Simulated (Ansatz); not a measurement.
# Cl6Yb ([YbCl6]3-): the cost of one run

The runs use Ansatz 0.2.0, Gaussian basis; the settings change from run to run.

## Step 1: The relaxed structure

The structure was relaxed beforehand with PBE-D4/def2-SVP. Yb takes a core potential in def2 sets; no spin-orbit term is included.

7 atoms, charge -3, spin multiplicity 2.

Atoms are counted from 1 here; the program's logs count them from 0.

Bond lengths: Yb1–Cl2 2.708 Å, Yb1–Cl3 2.708 Å, Yb1–Cl4 2.708 Å, Yb1–Cl5 2.708 Å, Yb1–Cl6 2.708 Å, Yb1–Cl7 2.708 Å. Angles: Cl2–Yb1–Cl3 180.0°, Cl2–Yb1–Cl4 91.2°, Cl2–Yb1–Cl5 88.8°, Cl2–Yb1–Cl6 88.8°, Cl2–Yb1–Cl7 91.1°, Cl3–Yb1–Cl4 88.9°, Cl3–Yb1–Cl5 91.1°, Cl3–Yb1–Cl6 91.1°, Cl3–Yb1–Cl7 88.9°, Cl4–Yb1–Cl5 180.0°, Cl4–Yb1–Cl6 88.9°, Cl4–Yb1–Cl7 91.1°, Cl5–Yb1–Cl6 91.2°, Cl5–Yb1–Cl7 88.9°, Cl6–Yb1–Cl7 180.0°.

## Step 2: SVWN5/def2-TZVP

Options: restricted open-shell orbitals, atoms shaken by 0.08 Å.

Contents of in.yaml:

```yaml
crystal:
  periodic: [false, false, false]
  atoms:
    - {symbol: Yb, position_ang: [0.042923, 0.066786, 0.023460]}
    - {symbol: Cl, position_ang: [-0.074308, 0.080174, 2.615025]}
    - {symbol: Cl, position_ang: [0.135997, -0.054577, -2.648100]}
    - {symbol: Cl, position_ang: [2.716667, -0.066007, -0.026438]}
    - {symbol: Cl, position_ang: [-2.685913, -0.029136, 0.094518]}
    - {symbol: Cl, position_ang: [-0.004059, 2.810993, -0.003777]}
    - {symbol: Cl, position_ang: [0.027203, -2.803437, 0.041342]}
basis:
  gaussian: {orbitals: def2-TZVP}
total_charge: -3
magnetization: {spin_polarized: false, initial_magnetization: 1}
hamiltonian: {xc: {name: SVWN5}}
```

The run is started by

```
> ansatz run in.yaml --threads 4 --pin off --events-out ev --progress --plain --max-ram 6963MiB
```

**Question.** How long does this run take on 4 threads of Intel Xeon Platinum 8488C, shared host, and how much memory does it need?

About 2.4 min, with a peak of 2 GiB.
